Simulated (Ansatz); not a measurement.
What does this script print? It uses Ansatz 0.2.0 through its Python package.

Script `ecut_kpdo3.py`:
```python
"""Convergence of KPdO3 with the plane-wave cutoff."""

import ansatz as az

xtal = (
    az.Lattice.cubic(4.07008)
    .space_group(221)
    .atom("K", (0.0, 0.0, 0.0))
    .atom("Pd", (0.5, 0.5, 0.5))
    .atom("O", (0.5, 0.5, 0.0))
)

job = (
    xtal.calculation()
    .occupations("fermi_dirac")
    .kpoints(6, 6, 6)
    .functional("r2scan")
)

rows = []
for value in [250, 325, 400, 475, 550, 625]:
    data = job.basis(value).run().report
    rows.append((value, data["free_energy_ev"] / len(data["lattice"]["sites"]), data["n_iterations"], data["n_pw"]))

print(" cutoff (eV)   F/atom (eV)    iterations   plane waves")
for row in rows:
    print(f"{str(row[0]):>12s}  {row[1]:12.5f}  {row[2]:12d}  {row[3]:12d}")

# differences from the last row
for row in rows[:-1]:
    shift = 1000 * (row[1] - rows[-1][1])
    print(f"{row[0]}: {shift:+.2f} meV/atom" + ("  (within 1 meV)" if abs(shift) < 1 else ""))
```

```console
$ python ecut_kpdo3.py
DeckWarning: basis.ecutwfc = 250 eV is below the records' recommended 500 eV, and the density's cutoff is lower with it unless basis.ecutrho_ratio is high enough to keep the records' density cutoff: compare with a run at a higher cutoff
DeckWarning: basis.ecutwfc = 325 eV is below the records' recommended 500 eV, and the density's cutoff is lower with it unless basis.ecutrho_ratio is high enough to keep the records' density cutoff: compare with a run at a higher cutoff
DeckWarning: basis.ecutwfc = 400 eV is below the records' recommended 500 eV, and the density's cutoff is lower with it unless basis.ecutrho_ratio is high enough to keep the records' density cutoff: compare with a run at a higher cutoff
DeckWarning: basis.ecutwfc = 475 eV is below the records' recommended 500 eV, and the density's cutoff is lower with it unless basis.ecutrho_ratio is high enough to keep the records' density cutoff: compare with a run at a higher cutoff
 cutoff (eV)   F/atom (eV)    iterations   plane waves
         250   -2044.28815             9           619
         325   -2045.58132             8           895
         400   -2045.70712             8          1237
         475   -2045.71520             8          1575
         550   -2045.71733             8          1935
         625   -2045.71904             8          2373
250: +1430.90 meV/atom
325: +137.72 meV/atom
400: +11.92 meV/atom
475: +3.85 meV/atom
550: +1.72 meV/atom
```
(Warnings from the package without file and line.)

Notes:
- The cell holds an odd number of electrons and is run without spin, so a magnetic state may lie lower.
- The mesh is modest for a metal, so energies can be off by several to tens of meV an atom and pressures by half a GPa or more; differences at equal mesh fare better.
- This cell is a computed structure, which may not be the phase found in nature.
- Shifts are counted from the last row, which is itself no proven limit.
- It ran for 26 s on 1 thread of Arm Neoverse V1, on a shared host, peak memory 0.57 GiB.
